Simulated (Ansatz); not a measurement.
# BGeH (singlet): the correlation ladder at distance B2–H3 = 1.628 Å, cc-pVDZ

The task here is to estimate one member of a computed series from the others.

Method: cc-pVDZ, core rule «outside noble gas», up to 15 orbitals frozen; program: Ansatz 0.2.0, Gaussian basis.

Plan: UHF; CCSD(T) on RHF; CCSD(T) on UHF; BCCD(T) on RHF; CISD; CCSDT(Q) on RHF; CCSDT(Q) on UHF; CASSCF and MRCISD+Q, 2 electrons in 2 orbitals; CASSCF and NEVPT2, 2 electrons in 2 orbitals; CASSCF and MRCISD+Q, 8 electrons in 9 orbitals; CASSCF and NEVPT2, 8 electrons in 9 orbitals.

16 further runs of the same task are left out: 12 that didn't finish, 4 set aside as unsound or not needed.

## What is computed

The geometry derives from a PBE0/def2-TZVP stationary point (not a proven minimum). One bond is set to the value named and the two fragments are kept rigid. No spin-orbit coupling is included. The filled d shell of Ge may be among the frozen orbitals whatever the setting's name suggests; the logs give the count.

3 atoms, charge 0, spin multiplicity 1.

Atoms are counted from 1 here; the program's logs count them from 0.

Bond lengths: Ge1–B2 1.963 Å.

Set-up of the first run:

in.yaml

```yaml
crystal:
  periodic: [false, false, false]
  atoms:
    - {symbol: Ge, position_ang: [0.000000, 0.000000, 1.851207]}
    - {symbol: B, position_ang: [0.000000, 0.000000, -0.111603]}
    - {symbol: H, position_ang: [0.000000, 0.000000, -1.739603]}
basis:
  gaussian: {orbitals: cc-pVDZ}
magnetization: {spin_polarized: true, initial_magnetization: 0}
hamiltonian: {xc: hf}
output: {orbitals: {seedname: orbitals}}
```

The run is started by

```sh
$ ansatz run in.yaml --threads 1 --pin off --events-out ev --progress --plain --max-ram 2393MiB
```

Among the steps run: UHF; CCSD(T) on RHF; CCSD(T) on UHF; BCCD(T) on RHF; CISD; CCSDT(Q) on RHF; CCSDT(Q) on UHF; CASSCF and MRCISD+Q, 2 electrons in 2 orbitals; CASSCF and NEVPT2, 2 electrons in 2 orbitals; CASSCF and MRCISD+Q, 8 electrons in 9 orbitals; CASSCF and NEVPT2, 8 electrons in 9 orbitals.

One table of the session follows, with a row left open; its other results are not shown here.

It belongs to the step «Misses and costs». 

| method | from RCCSDT(Q) (kJ/mol) |
| --- | --- |
| RHF | +510.1 |
| UHF | +425.5 |
| RMP2 | +134.9 |
| UMP2 | +81.9 |
| CISD | +77.7 |
| RCCSD | +37.8 |
| UCCSD | -7.6 |
| RCCSD(T) | +16.2 |
| UCCSD(T) | -29.3 |
| BCCD(T) | +16.3 |
| RCCSDT | +6.5 |
| UCCSDT | -48.3 |
| RCCSDT(Q) | 0 |
| UCCSDT(Q) | -55.6 |
| CASSCF valence | +236.8 |
| NEVPT2 valence | +73.2 |
| MRCISD valence | +26.1 |
| MRCISD+Q valence | ? |

Q: Estimate the row for MRCISD+Q valence from the others.

As computed: from RCCSDT(Q) (kJ/mol): +14.5. In the column «from RCCSDT(Q) (kJ/mol)» it lies between RCCSDT (+6.5) and RCCSD(T) (+16.2).

Not comparable, so not listed: CASSCF and MRCISD+Q, 2 electrons in 2 orbitals (they don't share determinant, frozen orbitals or solution with the rows shown, or repeat one).

Caveats from the session: The determinant is far from a pure spin state, so its energy mixes those of several spin states (harmless only where they are near-degenerate, as at dissociation). The report flags that the cluster equations may have other roots. Left out of the table: CASSCF pair, NEVPT2 pair (the active space lost an orbital or holds another state than full CI finds). The program flags UCCSD(T), RCCSDT(Q), UCCSDT(Q) as in doubt, so the zero of the table is itself unsure. Warnings: restricted reference is unstable; spin contamination. Restricted and unrestricted rows rest on different reference determinants; where their highest levels disagree by more than a few hundredths of an eV, they describe different states and don't form one ladder. Warnings in the runs' records: passed over end.
